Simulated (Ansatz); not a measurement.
This script makes an equation of state with a fit of LaTiO3, space group Pm-3m with Ansatz's Python interface.

`run_eos.py`:
```python
import logging
import sys

import ansatz as az
import numpy as np
from pymatgen.analysis.eos import EOS

logging.basicConfig(stream=sys.stdout, format='[%(levelname)s] %(message)s')
log = logging.getLogger('latio3')
log.setLevel(logging.INFO)

vectors0 = np.array([
    [3.92, 0.0, 0.0],
    [0.0, 3.92, 0.0],
    [0.0, 0.0, 3.92],
])
sites = [
    ('La', [0.0, 0.0, 0.0]),
    ('Ti', [0.5, 0.5, 0.5]),
    ('O', [0.5, 0.5, 0.0]),
    ('O', [0.0, 0.5, 0.5]),
    ('O', [0.5, 0.0, 0.5]),
]


def on_lattice(cell):
    crystal = az.Crystal(lattice=az.Lattice.of(cell))
    for symbol, position in sites:
        crystal = crystal.atom(symbol, position)
    return crystal

volumes, energies, pressures = [], [], []
for scale in np.linspace(0.92, 1.08, 7):
    cell = vectors0 * scale ** (1 / 3)
    calc = (
        on_lattice(cell).calculation()
        .basis(470)
        .occupations(az.OccupationsMethod.FERMI_DIRAC, width=0.1)
        .functional('pbesol')
        .kpoints(6, 6, 6)
        .stress()
    )
    report = calc.run().report
    volumes.append(abs(np.linalg.det(cell)) / len(sites))
    energies.append(report['free_energy_ev'] / len(sites))
    pressures.append(np.trace(report['stress_gpa']) / 3)
    log.info(f'V = {volumes[-1]:8.4f} A^3/atom  F = {energies[-1]:.5f} eV/atom  P = {pressures[-1]:8.3f} GPa')

for form in ['birch_murnaghan']:
    fit = EOS(eos_name=form).fit(volumes, energies)
    log.info(f'{form:18s} V0 {fit.v0:8.4f} A^3/atom  B0 {fit.b0_GPa:7.1f} GPa  B1 {fit.b1:5.2f}')
```

From its runs, with one value withheld:

| V (Å³/atom) | F less the lowest row shown (meV/atom) |
| --- | --- |
| 11.083 | 41.51 |
| 11.405 | ? |
| 11.726 | 1.40 |
| 12.047 | 0.00 |
| 12.369 | 8.84 |
| 12.690 | 26.52 |
| 13.011 | 51.83 |

What is the missing energy at 11.405 Å³ an atom?

A third-order Birch-Murnaghan fit, E = E0 + (9 V0 B0 / 16) [(t - 1)³ B' + (t - 1)² (6 - 4t)] with t = (V0/V)^(2/3), through the 6 rows shown gives V0 = 11.926 Å³, B0 = 199.6 GPa, B' = 4.41 and E0 = -0.75 meV. At V = 11.405 Å³, t = 1.03022, and the fit interpolates to 14.60 meV. The run gave 14.64 meV, a miss of 0.03 meV.

Notes:
- The cell holds an odd number of electrons and is run without spin, so a magnetic state may lie lower.
- For a metal this k-point mesh is coarse: on a finer one energies can move by several to tens of meV an atom and pressures by half a GPa or more, differences at one mesh by less.
- Pressure is positive in compression.
- The starting cell is as deposited in a crystallographic database; the results hold for this polymorph, which needn't be the stable one.
- Wall time of the script: 19 s on 1 thread of Arm Neoverse V1, on a shared host, peak memory 0.52 GiB.
